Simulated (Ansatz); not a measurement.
# AlF2H4N: the cost of one run

All numbers below are computed with Ansatz 0.2.0 (UKS revPBE/6-31G*).

## 1. Starting point

Bond lengths: Al1–N2 2.235 Å, Al1–F3 1.644 Å, Al1–F4 1.644 Å, N2–H7 1.012 Å, N2–H8 1.012 Å. Angles: Al1–N2–H7 122.6°, Al1–N2–H8 123.5°, H7–N2–H8 108.3°, N2–Al1–F3 114.5°, N2–Al1–F4 115.4°, F3–Al1–F4 124.2°.

Coordinates:

```xyz
8

Al   -0.1692   -1.1169    0.0971
N     0.5866    0.9553   -0.2621
F    -0.6667   -1.9051   -1.2568
F     0.4282   -1.8625    1.4347
H    -0.6491    0.8145    0.2527
H    -1.4454    0.3422    0.5932
H     0.6438    1.3627   -1.1869
H     1.2718    1.4099    0.3282
```

## 2. A restrained relaxation towards end A

Springs on the bonds that form and break draw the guess towards this end; the thresholds are loose.

Contents of input.yaml:

```yaml
crystal:
  periodic: [false, false, false]
  atoms:
    - { symbol: Al, position_ang: [-0.1692, -1.1169, 0.0971] }
    - { symbol: "N", position_ang: [0.5866, 0.9553, -0.2621] }
    - { symbol: F, position_ang: [-0.6667, -1.9051, -1.2568] }
    - { symbol: F, position_ang: [0.4282, -1.8625, 1.4347] }
    - { symbol: H, position_ang: [-0.6491, 0.8145, 0.2527] }
    - { symbol: H, position_ang: [-1.4454, 0.3422, 0.5932] }
    - { symbol: H, position_ang: [0.6438, 1.3627, -1.1869] }
    - { symbol: H, position_ang: [1.2718, 1.4099, 0.3282] }
magnetization:
  spin_polarized: true
basis:
  gaussian: { orbitals: "6-31G*" }
hamiltonian:
  xc: revpbe
relax:
  f_tol: 0.15
  max_steps: 25
  restrain:
    - { distance: [0, 5], at: 2.82, k: 30.0 }
    - { distance: [4, 1], at: 2.32, k: 30.0 }
    - { distance: [0, 1], at: 1.92, k: 30.0 }
    - { distance: [4, 5], at: 0.62, k: 30.0 }
output:
  orbitals: {}
```

Started as:

```bash
$ ansatz run input.yaml --threads 2 --pin off --max-ram 3072MiB --backend cpu --events-out ev --progress --plain --runs-dir out
```

**Question.** How long does this run take on 2 threads of Intel Xeon 6975P-C (Granite Rapids), shared host, and how much memory does it need?

About 12 s, with a peak of 0.17 GiB.
